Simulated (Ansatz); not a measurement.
# Ti3S2: the cost of one run

Computed with Ansatz 0.2.0 (DFT PBE, scalar-relativistic, plane waves, PAW, unless a step's input says otherwise).

### Step 1. The structure to begin with

The structure is trigonal, space group R-3m (No. 166). The conventional cell has a = 3.511 Å, b = 3.511 Å, c = 24.415 Å, α = 90.00°, β = 90.00°, γ = 120.00°. Ti (site symmetry -3m) has 6 S at 2.60 Å as nearest neighbours. Around Ti (site symmetry 3m) lie 3 S at 2.46 Å. S (site symmetry 3m) has 6 Ti at 2.46 to 2.60 Å as nearest neighbours.

As a file:

```cif
data_structure
_symmetry_space_group_name_H-M 'R-3m:H'
_symmetry_Int_Tables_number 166
_cell_length_a 3.5113
_cell_length_b 3.5113
_cell_length_c 24.4151
_cell_angle_alpha 90.000
_cell_angle_beta 90.000
_cell_angle_gamma 120.000
_cell_volume 260.69
loop_
_atom_site_label
_atom_site_type_symbol
_atom_site_symmetry_multiplicity
_atom_site_Wyckoff_symbol
_atom_site_fract_x
_atom_site_fract_y
_atom_site_fract_z
_atom_site_occupancy
Ti1 Ti 3 a 0.00000 0.00000 0.00000 1
Ti2 Ti 6 c 0.00000 0.00000 0.20950 1
S1 S 6 c 0.33333 0.66667 0.06667 1
```

(A quick probe on a coarse mesh, which set the mesh and smearing, is not shown.)

### Step 3. A loose first relaxation

input.yaml

```yaml
crystal:
  lattice:
    - [1.7556562083, 1.0136285844, 8.1383570919]
    - [-1.7556562083, 1.0136285844, 8.1383570919]
    - [0.0, -2.0272571689, 8.1383570919]
  atoms:
    - { symbol: Ti, position: [0.0, 0.0, 0.0] }
    - { symbol: Ti, position: [0.2095, 0.2095, 0.2095] }
    - { symbol: Ti, position: [0.7905, 0.7905, 0.7905] }
    - { symbol: S, position: [0.4, 0.4, 0.4] }
    - { symbol: S, position: [0.6, 0.6, 0.6] }
basis:
  ecutwfc: 420
kpoints:
  mp_grid: { grid: [6, 6, 6] }
hamiltonian:
  xc: pbe
scf:
  occupations: { method: gaussian, width: 0.1 }
  lower_state_search: "off"
output:
  forces: true
  stress: true
  eigenvalues: true
relax:
  adjacent_minimum: "off"
  f_tol: 0.04
  max_steps: 70
  cell: { stress_tol: 0.4 }
```

Command:

```sh
$ ansatz run input.yaml --threads 1 --pin off --max-ram 2560MiB --backend cpu --events-out ev --progress --plain --runs-dir out
```

**Question.** How long does this run take on 1 thread of Arm Neoverse V1, shared host, and how much memory does it need?

About 39 s, with a peak of 0.39 GiB.
